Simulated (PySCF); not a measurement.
# Tm⁴⁵⁺, Tm⁴⁶⁺: ionisation energy in even-tempered 18s13p7d4f3g, part 2 of 2

Aim: the ionisation energy of thulium from differences of total energies, at each level of theory, and how far each lands from the tabulated value where there is one.

PySCF 2.14.0; even-tempered 18s13p7d4f3g, scalar relativity by spin-free X2C-1e. The scripts are equivalent inputs of a driver's runs.

## (3) Tm⁴⁶⁺, method by method

#### UHF

The input, input.py:

```python
from pyscf import gto, scf, dft, mp, cc
mol = gto.M(atom="Tm 0 0 0", charge=46, spin=5, symmetry="D2h",
            basis=gto.etbs([(0, 18, 9.6, 2.5), (1, 13, 12, 2.5), (2, 7, 12, 2.5), (3, 4, 49, 2.7), (4, 3, 73, 2.7)]),
            nucmod="G")
mf = scf.UHF(mol).sfx2c1e()
mf.irrep_nelec = {'Ag': (5, 3), 'B1g': (1, 0), 'B2g': (1, 0), 'B3g': (1, 0), 'B1u': (2, 2), 'B2u': (2, 2), 'B3u': (2, 2)}
mf.kernel()
```

Log:

```text
damping factor = 0
level_shift factor = 0
DIIS = <class 'pyscf.scf.diis.CDIIS'>
diis_start_cycle = 1
diis_space = 10
diis_damp = 0
SCF conv_tol = 1e-09
SCF conv_tol_grad = None
number electrons alpha = 14  beta = 9
cycle= 1 E= -11827.7399771795  delta_E= 1.82e-12  |g|= 9.29e-07  |ddm|= 3.28e-07
converged SCF energy = -11827.7399771795  <S^2> = 8.7501877  2S+1 = 6.0000626
```

CPU time 12 s on a shared host, the integrals not counted.

Orbital energies by shell (radii are means over both spins):

```tsv
shell	electrons	mean orbital energy (eV)	spread (eV)	rms radius (bohr)
1s α	1	-62378.5	0	0.0227
1s β	1	-62377.7	0	0.0227
2s α	1	-12838.2	0	0.0912
2s β	1	-12795.9	0	0.0912
2p α	3	-11670.5	0	0.0822
2p β	3	-11627.8	0	0.0822
3s α	1	-4707.0	0	0.225
3s β	1	-4658.2	0	0.225
3p α	3	-4346.0	0	0.223
3p β	3	-4285.4	0	0.223
3d α	5	-3940.4	0	0.199
```

⟨S²⟩ = 8.750, ⟨L²⟩ = 0.00.

Spin-orbit constants on these orbitals (cm⁻¹; bare nucleus, screened nucleus, mean field): 3d 195200, 166900, 164900.

The p, d and f levels are scalar averages; spin-orbit coupling splits them strongly at this Z. Spin-orbit coupling is strong in this species (close to jj coupling), so the high-spin LS determinant is a model state, not a physical level.

#### LDA

input.py differs from the last one in:

```diff
@@ -4,3 +4,3 @@
             nucmod="G")
-mf = scf.UHF(mol).sfx2c1e()
+mf = dft.UKS(mol, xc="LDA,VWN").sfx2c1e()
 mf.irrep_nelec = {'Ag': (5, 3), 'B1g': (1, 0), 'B2g': (1, 0), 'B3g': (1, 0), 'B1u': (2, 2), 'B2u': (2, 2), 'B3u': (2, 2)}
```

Log:

```text
damping factor = 0
level_shift factor = 0
DIIS = <class 'pyscf.scf.diis.CDIIS'>
diis_start_cycle = 1
diis_space = 10
diis_damp = 0
SCF conv_tol = 1e-09
SCF conv_tol_grad = None
number electrons alpha = 14  beta = 9
XC functionals = LDA,VWN
    P. A. M. Dirac.,  Math. Proc. Cambridge Philos. Soc. 26, 376 (1930)
    F. Bloch.,  Z. Phys. 57, 545 (1929)
    S. H. Vosko, L. Wilk, and M. Nusair.,  Can. J. Phys. 58, 1200 (1980)
cycle= 1 E= -11819.3385079364  delta_E= -0.024  |g|= 0.0743  |ddm|= 0.0445
cycle= 2 E= -11819.3385163099  delta_E= -8.37e-06  |g|= 0.00599  |ddm|= 0.000725
cycle= 3 E= -11819.3385164479  delta_E= -1.38e-07  |g|= 0.00034  |ddm|= 9.36e-05
cycle= 4 E= -11819.3385164486  delta_E= -6.91e-10  |g|= 4.63e-06  |ddm|= 6.72e-06
converged SCF energy = -11819.3385164486  <S^2> = 8.7500528  2S+1 = 6.0000176
```

CPU time 2.2 s on a shared host, the integrals not counted.

#### PBE

input.py differs from the last one in:

```diff
@@ -4,3 +4,3 @@
             nucmod="G")
-mf = dft.UKS(mol, xc="LDA,VWN").sfx2c1e()
+mf = dft.UKS(mol, xc="PBE").sfx2c1e()
 mf.irrep_nelec = {'Ag': (5, 3), 'B1g': (1, 0), 'B2g': (1, 0), 'B3g': (1, 0), 'B1u': (2, 2), 'B2u': (2, 2), 'B3u': (2, 2)}
```

Log:

```text
damping factor = 0
level_shift factor = 0
DIIS = <class 'pyscf.scf.diis.CDIIS'>
diis_start_cycle = 1
diis_space = 10
diis_damp = 0
SCF conv_tol = 1e-09
SCF conv_tol_grad = None
number electrons alpha = 14  beta = 9
XC functionals = PBE
    J. P. Perdew, K. Burke, and M. Ernzerhof.,  Phys. Rev. Lett. 77, 3865 (1996)
    J. P. Perdew, K. Burke, and M. Ernzerhof.,  Phys. Rev. Lett. 78, 1396 (1997)
    J. P. Perdew, K. Burke, and M. Ernzerhof.,  Phys. Rev. Lett. 77, 3865 (1996)
    J. P. Perdew, K. Burke, and M. Ernzerhof.,  Phys. Rev. Lett. 78, 1396 (1997)
cycle= 1 E= -11828.966755026  delta_E= -0.0161  |g|= 0.0144  |ddm|= 0.0347
cycle= 2 E= -11828.9667553382  delta_E= -3.12e-07  |g|= 0.000548  |ddm|= 0.000201
cycle= 3 E= -11828.9667553396  delta_E= -1.37e-09  |g|= 6.79e-05  |ddm|= 9.6e-06
cycle= 4 E= -11828.9667553396  delta_E= -9.09e-12  |g|= 8.1e-07  |ddm|= 1.23e-06
converged SCF energy = -11828.9667553396  <S^2> = 8.7500624  2S+1 = 6.0000208
```

CPU time 4.1 s on a shared host, the integrals not counted.

#### PBE0

input.py differs from the last one in:

```diff
@@ -4,3 +4,3 @@
             nucmod="G")
-mf = dft.UKS(mol, xc="PBE").sfx2c1e()
+mf = dft.UKS(mol, xc="PBE0").sfx2c1e()
 mf.irrep_nelec = {'Ag': (5, 3), 'B1g': (1, 0), 'B2g': (1, 0), 'B3g': (1, 0), 'B1u': (2, 2), 'B2u': (2, 2), 'B3u': (2, 2)}
```

Log:

```text
damping factor = 0
level_shift factor = 0
DIIS = <class 'pyscf.scf.diis.CDIIS'>
diis_start_cycle = 1
diis_space = 10
diis_damp = 0
SCF conv_tol = 1e-09
SCF conv_tol_grad = None
number electrons alpha = 14  beta = 9
XC functionals = PBE0
    C. Adamo and V. Barone.,  J. Chem. Phys. 110, 6158 (1999)
    M. Ernzerhof and G. E. Scuseria.,  J. Chem. Phys. 110, 5029 (1999)
cycle= 1 E= -11828.9579722594  delta_E= -0.00894  |g|= 0.0155  |ddm|= 0.0252
cycle= 2 E= -11828.9579728774  delta_E= -6.18e-07  |g|= 0.000271  |ddm|= 0.000307
cycle= 3 E= -11828.9579728778  delta_E= -4.35e-10  |g|= 2.31e-05  |ddm|= 7.36e-06
converged SCF energy = -11828.9579728778  <S^2> = 8.750086  2S+1 = 6.0000287
```

It used 3.5 s of CPU time after the integrals (shared host).

#### r2SCAN

input.py differs from the last one in:

```diff
@@ -4,3 +4,3 @@
             nucmod="G")
-mf = dft.UKS(mol, xc="PBE0").sfx2c1e()
+mf = dft.UKS(mol, xc="R2SCAN").sfx2c1e()
 mf.irrep_nelec = {'Ag': (5, 3), 'B1g': (1, 0), 'B2g': (1, 0), 'B3g': (1, 0), 'B1u': (2, 2), 'B2u': (2, 2), 'B3u': (2, 2)}
```

Log:

```text
damping factor = 0
level_shift factor = 0
DIIS = <class 'pyscf.scf.diis.CDIIS'>
diis_start_cycle = 1
diis_space = 10
diis_damp = 0
SCF conv_tol = 1e-09
SCF conv_tol_grad = None
number electrons alpha = 14  beta = 9
XC functionals = R2SCAN
    J. W. Furness, A. D. Kaplan, J. Ning, J. P. Perdew, and J. Sun.,  J. Phys. Chem. Lett. 11, 8208-8215 (2020)
    J. W. Furness, A. D. Kaplan, J. Ning, J. P. Perdew, and J. Sun.,  J. Phys. Chem. Lett. 11, 9248-9248 (2020)
    J. W. Furness, A. D. Kaplan, J. Ning, J. P. Perdew, and J. Sun.,  J. Phys. Chem. Lett. 11, 8208-8215 (2020)
    J. W. Furness, A. D. Kaplan, J. Ning, J. P. Perdew, and J. Sun.,  J. Phys. Chem. Lett. 11, 9248-9248 (2020)
cycle= 1 E= -11829.4278228897  delta_E= -0.00765  |g|= 0.0172  |ddm|= 0.0214
cycle= 2 E= -11829.4278232984  delta_E= -4.09e-07  |g|= 0.000493  |ddm|= 0.000277
cycle= 3 E= -11829.4278233  delta_E= -1.64e-09  |g|= 6.52e-05  |ddm|= 1.3e-05
cycle= 4 E= -11829.4278233001  delta_E= -2.91e-11  |g|= 1.58e-06  |ddm|= 1.26e-06
converged SCF energy = -11829.4278233001  <S^2> = 8.7501199  2S+1 = 6.00004
```

CPU time 5.4 s on a shared host, the integrals not counted.

#### B97-3

input.py differs from the last one in:

```diff
@@ -4,3 +4,3 @@
             nucmod="G")
-mf = dft.UKS(mol, xc="R2SCAN").sfx2c1e()
+mf = dft.UKS(mol, xc="HYB_GGA_XC_B97_3").sfx2c1e()
 mf.irrep_nelec = {'Ag': (5, 3), 'B1g': (1, 0), 'B2g': (1, 0), 'B3g': (1, 0), 'B1u': (2, 2), 'B2u': (2, 2), 'B3u': (2, 2)}
```

Log:

```text
damping factor = 0
level_shift factor = 0
DIIS = <class 'pyscf.scf.diis.CDIIS'>
diis_start_cycle = 1
diis_space = 10
diis_damp = 0
SCF conv_tol = 1e-09
SCF conv_tol_grad = None
number electrons alpha = 14  beta = 9
XC functionals = HYB_GGA_XC_B97_3
    T. W. Keal and D. J. Tozer.,  J. Chem. Phys. 123, 121103 (2005)
cycle= 1 E= -11828.8077017523  delta_E= -0.00794  |g|= 0.0356  |ddm|= 0.0235
cycle= 2 E= -11828.8077024246  delta_E= -6.72e-07  |g|= 0.000402  |ddm|= 0.000354
cycle= 3 E= -11828.8077024251  delta_E= -4.91e-10  |g|= 1.66e-05  |ddm|= 7.86e-06
converged SCF energy = -11828.8077024251  <S^2> = 8.7500937  2S+1 = 6.0000312
```

It used 3.3 s of CPU time after the integrals (shared host).

#### TPSS

input.py differs from the last one in:

```diff
@@ -4,3 +4,3 @@
             nucmod="G")
-mf = dft.UKS(mol, xc="HYB_GGA_XC_B97_3").sfx2c1e()
+mf = dft.UKS(mol, xc="TPSS").sfx2c1e()
 mf.irrep_nelec = {'Ag': (5, 3), 'B1g': (1, 0), 'B2g': (1, 0), 'B3g': (1, 0), 'B1u': (2, 2), 'B2u': (2, 2), 'B3u': (2, 2)}
```

Log:

```text
damping factor = 0
level_shift factor = 0
DIIS = <class 'pyscf.scf.diis.CDIIS'>
diis_start_cycle = 1
diis_space = 10
diis_damp = 0
SCF conv_tol = 1e-09
SCF conv_tol_grad = None
number electrons alpha = 14  beta = 9
XC functionals = TPSS
    J. Tao, J. P. Perdew, V. N. Staroverov, and G. E. Scuseria.,  Phys. Rev. Lett. 91, 146401 (2003)
    J. P. Perdew, J. Tao, V. N. Staroverov, and G. E. Scuseria.,  J. Chem. Phys. 120, 6898 (2004)
    J. Tao, J. P. Perdew, V. N. Staroverov, and G. E. Scuseria.,  Phys. Rev. Lett. 91, 146401 (2003)
    J. P. Perdew, J. Tao, V. N. Staroverov, and G. E. Scuseria.,  J. Chem. Phys. 120, 6898 (2004)
cycle= 1 E= -11829.303823199  delta_E= -0.00926  |g|= 0.0214  |ddm|= 0.0285
cycle= 2 E= -11829.3038243232  delta_E= -1.12e-06  |g|= 0.00167  |ddm|= 0.00033
cycle= 3 E= -11829.3038243402  delta_E= -1.69e-08  |g|= 0.000175  |ddm|= 3.49e-05
cycle= 4 E= -11829.3038243403  delta_E= -1.55e-10  |g|= 1.18e-06  |ddm|= 3.12e-06
converged SCF energy = -11829.3038243403  <S^2> = 8.7500728  2S+1 = 6.0000243
```

CPU time 7.3 s on a shared host, the integrals not counted.

#### MP2 (outer shells)

input.py differs from the last one in:

```diff
@@ -4,4 +4,5 @@
             nucmod="G")
-mf = dft.UKS(mol, xc="TPSS").sfx2c1e()
+mf = scf.UHF(mol).sfx2c1e()
 mf.irrep_nelec = {'Ag': (5, 3), 'B1g': (1, 0), 'B2g': (1, 0), 'B3g': (1, 0), 'B1u': (2, 2), 'B2u': (2, 2), 'B3u': (2, 2)}
 mf.kernel()
+mp.UMP2(mf, frozen=5).kernel()
```

This step left no log, only its results.

It used 2.5 s of CPU time after the integrals (shared host).

With 13 electrons correlated, the MP2 correlation energy is -0.50339 hartree (-0.19216 same spin, -0.31123 opposite spin); the SCS form gives -0.43753. Largest pairs of shells: 3p-3d -0.2227, 3p-3p -0.1222, 3d-3d -0.0725, 3s-3p -0.0458, 3s-3d -0.0345.

Radial density 4πr²ρ of Tm⁴⁶⁺ at UHF, without picture-change correction:

```tsv
r (bohr)	density	spin density
0.000485	3.20	0.000
0.000816	6.73	0.000
0.00137	13.8	-0.001
0.00231	26.8	-0.001
0.00388	48.2	-0.002
0.00653	75.4	-0.003
0.0110	94.4	-0.002
0.0185	88.3	0.023
0.0311	83.8	0.325
0.0523	116	2.838
0.0879	90.7	14.114
0.148	72.9	29.242
0.249	49.8	14.440
0.418	2.39	0.637
0.704	0.00431	0.001
```

## (4) How the shells move

Highest occupied Hartree-Fock shell of each state: Tm⁴⁵⁺ 3d β at -3782.0 eV; Tm⁴⁶⁺ 3d α at -3940.4 eV.

## (5) The energy differences

Ionisation energy: Tm⁴⁵⁺ [Ar] 3d6 (5D) → Tm⁴⁶⁺ [Ar] 3d5 (6S).

```tsv
method	value (eV)	less the reference (eV)	CPU time, both states (s)
UHF	3778.8	+3.8	27
LDA	3780.6	+5.6	5.7
PBE	3781.9	+6.9	8.6
PBE0	3781.7	+6.7	8.4
r2SCAN	3782.1	+7.1	13
B97-3	3781.6	+6.6	8.1
TPSS	3781.5	+6.5	14
MP2 (outer shells)	3780.0	+5.0	34
SCS-MP2 (outer shells)	3780.3	+5.3	34
```

Reference: 3775 ± 4 eV (theoretical estimate listed by NIST; NIST Atomic Spectra Database, ionization energies). Spin-orbit coupling is strong in these open shells (close to jj coupling). The scalar numbers leave it out, so it can dominate the gap to the real levels. The tabulated ground level of one species does not belong to the high-spin term computed here, so part of the gap to the reference is the choice of state. For this ion Breit and QED terms and the two-electron picture change, all absent here, are large against electron correlation.

Times are CPU seconds on a shared host without the integrals; correlated rows include their Hartree-Fock run, whose time holds the symmetry-adapted start and any spin-orbit constants, while functionals begin from orbitals already made.

## (6) Outcome

What follows sums up all 2 parts.

| quantity | value |
| --- | --- |
| ionisation energy, Tm⁴⁵⁺ | UHF 3778.8, MP2 (outer shells) 3780.0 eV; reference 3775 ± 4 |

What this shows: The methods span 3.368 eV, from UHF (3778.8) to r2SCAN (3782.1). The reference is uncertain or not like for like (spin-orbit coupling or other relativistic terms), so no ranking of close methods is drawn. All values hold for this basis alone; no basis-set limit was taken.
